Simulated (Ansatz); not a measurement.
**C2H7Cl2NSi2: relaxing the structure**

The task is to find a stationary geometry of C2H7Cl2NSi2.

Program: Ansatz 0.2.0, Gaussian basis. Level of theory: RKS PBE0-D4/def2-TZVP. These are calculated values, not measurements.

Plan: relaxation at PBE0-D4/def2-TZVP.

1 further run of the same task is left out (set aside as unsound or not needed).

**1. Where the work starts**

14 atoms, charge 0, spin multiplicity 1.

Atoms are counted from 1 here; the program's logs count them from 0.

Bond lengths: C1–C2 1.324 Å, C1–H8 1.078 Å, C1–H9 1.079 Å, C2–Si3 1.879 Å, C2–H10 1.085 Å, Si3–Cl4 2.024 Å, Si3–N5 1.738 Å, Si3–H11 1.461 Å, N5–Si6 1.730 Å, N5–H12 1.007 Å, Si6–Cl7 2.003 Å, Si6–H13 1.462 Å, Si6–H14 1.458 Å. Angles: C2–C1–H8 121.7°, C2–C1–H9 122.5°, H8–C1–H9 115.8°, C1–C2–Si3 124.7°, C1–C2–H10 118.3°, Si3–C2–H10 116.9°, C2–Si3–Cl4 110.5°, C2–Si3–N5 108.8°, C2–Si3–H11 113.0°, Cl4–Si3–N5 105.3°, Cl4–Si3–H11 108.2°, N5–Si3–H11 110.8°, Si3–N5–Si6 130.3°, Si3–N5–H12 115.0°, Si6–N5–H12 114.6°, N5–Si6–Cl7 107.1°, N5–Si6–H13 111.1°, N5–Si6–H14 107.5° and more.

Coordinates:

```mol
C2H7Cl2NSi2
  3D, bonds by distance, orders not assigned

 14 13  0  0  0  0  0  0  0  0999 V2000
   -0.9441    2.3321   -0.4139 C   0  0
   -0.4405    1.1733   -0.8085 C   0  0
   -1.0943   -0.5108   -0.2907 Si  0  0
   -2.0372   -1.4129   -1.8385 Cl  0  0
    0.2527   -1.5405    0.0897 N   0  0
    1.7414   -1.1843    0.8957 Si  0  0
    1.3959    0.3664    2.1152 Cl  0  0
   -1.7956    2.3846    0.2450 H   0  0
   -0.5326    3.2795   -0.7258 H   0  0
    0.4205    1.1845   -1.4682 H   0  0
   -2.0267   -0.4397    0.8320 H   0  0
    0.1709   -2.4879   -0.2419 H   0  0
    2.7733   -0.7808   -0.0579 H   0  0
    2.1160   -2.3634    1.6676 H   0  0
  1  2  8  0
  2  3  8  0
  3  4  8  0
  3  5  8  0
  5  6  8  0
  6  7  8  0
  1  8  8  0
  1  9  8  0
  2 10  8  0
  3 11  8  0
  5 12  8  0
  6 13  8  0
  6 14  8  0
M  END
```

The start is a GFN2-xTB geometry.

**2. Geometry optimisation, PBE0-D4/def2-TZVP**

in.yaml reads:

```yaml
crystal:
  periodic: [false, false, false]
  atoms:
    - {symbol: C, position_ang: [-0.944110, 2.332070, -0.413870]}
    - {symbol: C, position_ang: [-0.440460, 1.173300, -0.808510]}
    - {symbol: Si, position_ang: [-1.094330, -0.510840, -0.290700]}
    - {symbol: Cl, position_ang: [-2.037150, -1.412940, -1.838520]}
    - {symbol: N, position_ang: [0.252730, -1.540450, 0.089720]}
    - {symbol: Si, position_ang: [1.741420, -1.184280, 0.895670]}
    - {symbol: Cl, position_ang: [1.395880, 0.366380, 2.115230]}
    - {symbol: H, position_ang: [-1.795640, 2.384560, 0.245000]}
    - {symbol: H, position_ang: [-0.532580, 3.279450, -0.725760]}
    - {symbol: H, position_ang: [0.420550, 1.184520, -1.468160]}
    - {symbol: H, position_ang: [-2.026650, -0.439680, 0.831980]}
    - {symbol: H, position_ang: [0.170940, -2.487940, -0.241860]}
    - {symbol: H, position_ang: [2.773340, -0.780770, -0.057860]}
    - {symbol: H, position_ang: [2.116040, -2.363390, 1.667630]}
basis:
  gaussian: {orbitals: def2-TZVP}
hamiltonian: {xc: pbe0, dispersion: d4}
relax: {f_tol: 0.005, max_steps: 150}
```

Launch:

```
ansatz run in.yaml --threads 2 --pin off --events-out ev --progress --plain --max-ram 32768MiB --backend cuda --devices 0, --max-vram 18GiB
```

Q: Predict the results of all the runs planned. Wanted: point group; shift from the start; total energy; dispersion term; dipole moment.

As calculated:

```
                  quantity           value
               point group              C1
                     steps              19
shift from the start (rms)         0.476 Å
              total energy  -44466.5503 eV
           dispersion term        -407 meV
             dipole moment          0.40 D
```

**Reading.** The atoms moved 0.48 Å (rms) from the start; the bond that changed most is Si6–Cl7, from 2.003 to 2.063 Å. No vibrations were run, so it is not proven to be a minimum. The largest Mulliken charge, +0.51 e, sits on Si3.
